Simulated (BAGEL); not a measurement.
# AlCl2F (SMILES [F][Al]([Cl])[Cl]): a chain of runs

We compute an optimisation with harmonic vibrations (RI-MP2/def2-SVP), then the energy of AlCl2F. 

The calculation is run with BAGEL 1.2.2.

3 further runs of the same task are left out: 2 that didn't finish, 1 set aside as unsound or not needed.

**1. The structure to begin with**

AlCl2F has 4 atoms, charge 0, and is taken as a singlet. SMILES: `[F][Al]([Cl])[Cl]`. The shape comes from a force field and isn't a relaxed structure. The run starts from this shape.

Bond lengths: F1–Al2 1.807 Å, Al2–Cl3 2.195 Å, Al2–Cl4 2.170 Å. Angles: F1–Al2–Cl3 118.5°, F1–Al2–Cl4 122.6°, Cl3–Al2–Cl4 118.9°.

**2. An optimisation with harmonic vibrations at RI-MP2/def2-SVP (density fitting with svp-jkfit) (run 1)**

File job.json:

```json
{ "bagel" : [

{
  "title" : "molecule",
  "basis" : "svp",
  "df_basis" : "svp-jkfit",
  "angstrom" : "true",
  "geometry" : [
    { "atom" : "F", "xyz" : [    0.130800,    0.399000,    1.855600 ] },
    { "atom" : "Al", "xyz" : [   -0.009600,    0.012100,    0.096000 ] },
    { "atom" : "Cl", "xyz" : [    1.291700,   -1.545700,   -0.740200 ] },
    { "atom" : "Cl", "xyz" : [   -1.357400,    1.074400,   -1.231800 ] }
  ]
},
{
  "title" : "optimize",
  "opttype" : "energy",
  "internal" : "false",
  "maxiter" : 40,
  "method" : [
    {
      "title" : "mp2",
      "ncore" : 16
    }
  ]
},
{
  "title" : "hessian",
  "method" : [
    {
      "title" : "mp2",
      "ncore" : 16
    }
  ]
}

]}
```

The run is started by

```sh
BAGEL_NUM_THREADS=1 BAGEL job.json > job.out
```

Standard output:

```text
* using 1 threads per process

  ===============================================================
  ===============================================================

  *** Geometry ***

  { "atom" : "F", "xyz" : [      0.247176,      0.754001,      3.506576 ] },
  { "atom" : "Al", "xyz" : [     -0.018141,      0.022866,      0.181414 ] },
  { "atom" : "Cl", "xyz" : [      2.440959,     -2.920950,     -1.398775 ] },
  { "atom" : "Cl", "xyz" : [     -2.565114,      2.030322,     -2.327765 ] },

  Number of auxiliary basis functions:      461

  Since a DF basis is specified, we compute 2- and 3-index integrals:
    o Being stored without compression. Storage requirement is 0.017 GB

  Number of basis functions:       68
  Number of electrons      :       56

    * METHOD: MOLECULE                             0.18

    * Use approximate Hessian for optimization

  *** RHF ***

[... 11 lines left out ...]
    * SCF iteration converged.
[... 8 lines left out ...]
      MP2 correlation energy:   -0.5063918734
[... 12 lines left out ...]
    * Permanent dipole moment: MP2 relaxed
[... 23 lines left out ...]
                         Maximum     Tolerance   Converged?
[... 59 lines left out ...]
  ++ Symmetrized Mass Weighted Hessian ++
[... 20 lines left out ...]
  ++ Mass Weighted Hessian Eigenvectors ++
[... 17 lines left out ...]
                                    0                   1                   2                   3                   4                   5
      Freq (cm-1)                0.00                0.00                0.00                0.00                0.00                0.00

 IR Int. (km/mol)                0.00                0.00                0.00                0.00                0.00                0.00
[... 13 lines of this table left out ...]
               11            -0.05540             0.04966            -0.05495             0.01485             0.00815             0.09902

                                    6                   7                   8                   9                  10                  11
      Freq (cm-1)              161.16              215.86              244.41              453.93              669.52              916.52

 IR Int. (km/mol)                8.98               27.52               74.94                8.60              215.06              133.38
[... 13 lines of this table left out ...]
               11            -0.05399            -0.05791             0.00880             0.04815            -0.02916            -0.00670

    * METHOD: HESSIAN                             43.21

  ===============================================================
```

It took 80 s on 1 thread of AMD EPYC 7R43 (Zen 3), shared host; peak memory 0.19 GiB.

**3. A single-point energy at RI-MP2/def2-SVP (density fitting with svp-jkfit) (run 2)**

File calc.json:

```json
{ "bagel": [

{
  "title": "molecule",
  "basis": "svp",
  "df_basis": "svp-jkfit",
  "angstrom": true,
  "geometry": [
    { "atom": "F", "xyz": [       0.119440,       0.358092,       1.671891 ] },
    { "atom": "Al", "xyz": [       0.018824,      -0.001166,       0.057983 ] },
    { "atom": "Cl", "xyz": [       1.730846,      -0.578858,      -0.951080 ] },
    { "atom": "Cl", "xyz": [      -1.812267,       0.139360,      -0.894590 ] }
  ]
},

{
  "title": "hf"
},

{
  "title": "mp2",
  "ncore": 16
}

]}
```

The run is started by

```sh
BAGEL_NUM_THREADS=1 BAGEL calc.json > calc.out
```

Standard output:

```text
* using 1 threads per process

  ===============================================================
  ===============================================================

  *** Geometry ***

  { "atom" : "F", "xyz" : [      0.225709,      0.676696,      3.159416 ] },
  { "atom" : "Al", "xyz" : [      0.035572,     -0.002203,      0.109572 ] },
  { "atom" : "Cl", "xyz" : [      3.270825,     -1.093883,     -1.797281 ] },
  { "atom" : "Cl", "xyz" : [     -3.424688,      0.263352,     -1.690530 ] },

  Number of auxiliary basis functions:      461

  Since a DF basis is specified, we compute 2- and 3-index integrals:
    o Being stored without compression. Storage requirement is 0.017 GB

  Number of basis functions:       68
  Number of electrons      :       56

    * METHOD: MOLECULE                             0.19

  *** RHF ***

  === Nuclear Repulsion ===
   243.0208164013

      * DIIS with orbital gradients will be used.

  === RHF iteration (svp) ===
      0      -1259.99137919          0.01869831           0.06
      1      -1260.08183935          0.01250805           0.06
      2      -1260.13582869          0.00077436           0.06
      3      -1260.13628210          0.00026709           0.05
      4      -1260.13633095          0.00004409           0.05
      5      -1260.13633301          0.00001093           0.06
      6      -1260.13633315          0.00000306           0.06
      7      -1260.13633316          0.00000079           0.06
      8      -1260.13633316          0.00000024           0.06
      9      -1260.13633316          0.00000008           0.06
     10      -1260.13633316          0.00000002           0.06
     11      -1260.13633316          0.00000001           0.06
    * SCF iteration converged.

    * Permanent dipole moment:
           (    0.016806,     0.046109,     0.209978) a.u.

    * METHOD: HF                                   0.84

  *** RHF ***

  === Nuclear Repulsion ===
   243.0208164013

      * DIIS with orbital gradients will be used.

  === RHF iteration (svp) ===
      0      -1260.13633316          0.00000000           0.06
    * SCF iteration converged.

    * Permanent dipole moment:
           (    0.016806,     0.046110,     0.209978) a.u.

  === DF-MP2 calculation ===

    * freezing 16 orbitals
    * 3-index integral transformation done
    * assembly done

      MP2 correlation energy:   -0.5032798279      0.02

      MP2 total energy:       -1260.6396129883

    * METHOD: MP2                                  0.14

  ===============================================================
```

It took 1.7 s on 1 thread of AMD EPYC 7R43 (Zen 3), shared host; peak memory 0.092 GiB.

**4. Results**

```
                                                            quantity           value
                     run 1, RI-MP2/def2-SVP: total energy at the end  -1260.63961 Eh
                  run 1, RI-MP2/def2-SVP: lowest harmonic wavenumber        161 cm⁻¹
                 run 1, RI-MP2/def2-SVP: highest harmonic wavenumber        917 cm⁻¹
                           run 1, RI-MP2/def2-SVP: zero-point energy     15.9 kJ/mol
run 2, RI-MP2/def2-SVP: correlation energy (16 core orbitals frozen)      -503.3 mEh
```

**Reading.** All 6 modes (run 1, RI-MP2/def2-SVP) are real, so the shape is a minimum at this level.
